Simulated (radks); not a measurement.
# The series with 35 electrons, Br to Pr²⁴⁺

What does a rising nuclear charge do to the levels of a fixed set of electrons? The series is run ion by ion, all in [Ar] 3d10 4s2 4p5.

The numbers are computed with radks (a radial shooting solver on a logarithmic mesh, Libxc functionals) version 1 (scalar-relativistic Kohn-Sham, PBE, spin-polarised, spherical densities, finite nucleus; open shells are filled with parallel spins first), except any that are marked as measured or tabulated.

### Step 1. The system

- electrons: 35
- ions: Br, Sr³⁺, Nb⁶⁺, Ru⁹⁺, Ag¹²⁺, Sn¹⁵⁺, I¹⁸⁺, Ba²¹⁺, Pr²⁴⁺
- configuration: [Ar] 3d10 4s2 4p5

Outer shells as boxes (Hund's rule):

[Ar] 3d10 4s2 4p5
```
[Ar] core
3d [↑↓][↑↓][↑↓][↑↓][↑↓]
4s [↑↓]
4p [↑↓][↑↓][↑ ]
```

### Step 2. Br

Input:

```text
Z 35
configuration [Ar] 3d10 4s2 4p5
relativity scalar-relativistic
functional pbe,pbe
spin polarised
nucleus finite rms 4.1629 fm
c 137.035999084
```

### Step 3. Sr³⁺

Input:

```text
Z 38
configuration [Ar] 3d10 4s2 4p5 5s0 4d0 5p0
relativity scalar-relativistic
functional pbe,pbe
spin polarised
nucleus finite rms 4.224 fm
c 137.035999084
```

### Step 4. Nb⁶⁺

Input:

```text
Z 41
configuration [Ar] 3d10 4s2 4p5 5s0 4d0 5p0
relativity scalar-relativistic
functional pbe,pbe
spin polarised
nucleus finite rms 4.324 fm
c 137.035999084
```

### Step 5. Ru⁹⁺

Input:

```text
Z 44
configuration [Ar] 3d10 4s2 4p5 5s0 4d0 5p0
relativity scalar-relativistic
functional pbe,pbe
spin polarised
nucleus finite rms 4.4809 fm
c 137.035999084
```

### Step 6. Ag¹²⁺

Input:

```text
Z 47
configuration [Ar] 3d10 4s2 4p5 5s0 4d0 5p0
relativity scalar-relativistic
functional pbe,pbe
spin polarised
nucleus finite rms 4.5454 fm
c 137.035999084
```

### Step 7. Sn¹⁵⁺

Input:

```text
Z 50
configuration [Ar] 3d10 4s2 4p5 5s0 4d0 5p0
relativity scalar-relativistic
functional pbe,pbe
spin polarised
nucleus finite rms 4.6519 fm
c 137.035999084
```

### Step 8. I¹⁸⁺

Input:

```text
Z 53
configuration [Ar] 3d10 4s2 4p5 5s0 4d0 5p0
relativity scalar-relativistic
functional pbe,pbe
spin polarised
nucleus finite rms 4.75 fm
c 137.035999084
```

### Step 9. Ba²¹⁺

Input:

```text
Z 56
configuration [Ar] 3d10 4s2 4p5 5s0 4d0 5p0
relativity scalar-relativistic
functional pbe,pbe
spin polarised
nucleus finite rms 4.8378 fm
c 137.035999084
```

### Step 10. Pr²⁴⁺

Input:

```text
Z 59
configuration [Ar] 3d10 4s2 4p5 5s0 4d0 5p0
relativity scalar-relativistic
functional pbe,pbe
spin polarised
nucleus finite rms 4.8919 fm
c 137.035999084
```

**Question.** What will these runs give? Wanted: for each run, ion; E; ε(3d down); ε(4s up); ε(4s down); ε(4p up); ε(4p down); <r>(4p down).

The runs gave:

```csv
ion,E (hartree),ε(3d down) (eV),ε(4s up) (eV),ε(4s down) (eV),ε(4p up) (eV),ε(4p down) (eV),<r>(4p down) (bohr)
Br,-2606.39915,-66.635,-20.493,-19.709,-8.204,-7.452,2.119
Sr³⁺,-3177.26058,-158.16,-69.549,-68.443,-50.680,-49.594,1.495
Nb⁶⁺,-3810.92515,-281.85,-138.17,-136.78,-112.41,-111.04,1.200
Ru⁹⁺,-4507.92537,-435.09,-224.54,-222.88,-191.46,-189.83,1.013
Ag¹²⁺,-5269.03659,-616.94,-328.14,-326.24,-287.21,-285.33,0.8812
Sn¹⁵⁺,-6095.18178,-826.94,-448.88,-446.73,-399.40,-397.27,0.7814
I¹⁸⁺,-6987.42540,-1064.9,-586.82,-584.42,-527.94,-525.57,0.7028
Ba²¹⁺,-7946.9627,-1330.6,-742.12,-739.48,-672.82,-670.21,0.6389
Pr²⁴⁺,-8975.1298,-1624.2,-915.03,-912.15,-834.10,-831.25,0.5858
```

**Reading.** Between Br and Pr²⁴⁺, 4p down binds 112 times more strongly and its mean radius falls by a factor 3.62. The order of these tabulated levels, which need not hold every outer shell, does not change along the series. The configuration is held, so it need not be the ground state of every ion.
